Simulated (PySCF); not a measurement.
The system is OGaClH2, in a box.

```xyz
5
Lattice="13.0000 0.0000 0.0000 0.0000 13.0000 0.0000 0.0000 0.0000 11.0000" Properties=species:S:1:pos:R:3 pbc="T T T"
O     5.4581    7.2950    5.0959
Ga    7.0805    6.9871    5.7391
Cl    7.5381    4.9224    6.0975
H     4.9382    6.4972    4.9705
H     8.0878    8.1196    6.0198
```

Base run:

| Item | Value |
| --- | --- |
| Program | PySCF 2.14.0 |
| Functional | LDA |
| Potentials or basis | 6-31g* (all-electron) |
| k mesh | 1 × 1 × 1 |
| Occupations | fixed |
| Spin | no spin polarisation |

Its results: gap between the frontier levels 5.44 eV.

Q: The run is repeated on the same cell with these changes: functional from LDA to TASK. What comes out?

A: Gap between the frontier levels 7.37 eV.

TASK gives the wider gap, since meta-GGAs in the generalised Kohn-Sham scheme recover part of the derivative discontinuity.

Caveats: this is a molecule in a periodic box at the Γ point, so its band gap is the HOMO-LUMO gap; relativity is left out, which matters for the heavier elements; the basis of atomic orbitals isn't converged, which shifts pressures, moduli and gaps.

A k mesh can miss the band edges.

Not every run made on this cell is shown here.
